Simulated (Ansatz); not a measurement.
Crystal: TaO.

```xyz
2
Lattice="3.0661 0.0000 0.0000 -1.5331 2.6553 0.0000 0.0000 0.0000 3.8550" Properties=species:S:1:pos:R:3 pbc="T T T"
Ta    0.0000    0.0000    1.9275
O     0.0000    0.0000    0.0000
```

The cell was built by a generator and needn't be a form met in nature.

```yaml
Program: Ansatz 0.2.0
Task: relaxation of cell and atoms
Functional: PBE0
Potentials_or_basis: Ansatz PAW
Cutoff: "420 eV (not typed: the program's choice for these potentials)"
k_mesh: 5 × 5 × 4
Occupations: fermi-dirac, width 0.05 eV
Spin: no spin polarisation
```

At the start: volume 15.69 Å³/atom.

Q: Where does the relaxation end?

A: It ends after 7 steps and the volume is 15.35 Å³/atom (-2.2 %); space group P6/mmm (No. 191, to 0.05 Å).

The path:
| step | energy change (eV) | largest force (eV/Å) | volume (Å³) |
| --- | --- | --- | --- |
| 1 | 0.0000 | 0.0000 | 31.39 |
| 2 | -0.0138 | 0.0000 | 30.73 |
| 3 | -0.0142 | 0.0000 | 30.71 |
| 4 | -0.0141 | 0.0000 | 30.72 |
| 5 | -0.0129 | 0.0000 | 30.72 |
| 6 | -0.0129 | 0.0000 | 30.70 |
| 7 | -0.0129 | 0.0000 | 30.70 |

Final structure:
```
Ta O
1.0
     3.04659    0.00000    0.00000
    -1.52330    2.63843    0.00000
     0.00000    0.00000    3.81961
Ta O
1 1
Direct
  0.00000 0.00000 0.50000
  0.00000 0.00000 0.00000
```

Caveat: the k mesh is coarse (spacing up to 0.47 Å⁻¹), so the values aren't converged, least of all with exact exchange; the plane-wave basis is chosen anew once the cell has moved, so the energies of steps on either side of that aren't comparable; the pressure holds a Pulay correction of +0.3 GPa for the finite cutoff; an odd number of electrons without spin polarisation forces a metal; a magnetic or distorted state may lie lower; the PAW data sets come from PBE, with cores solved anew for the run's functional, which leaves a small shift of forces and pressure.
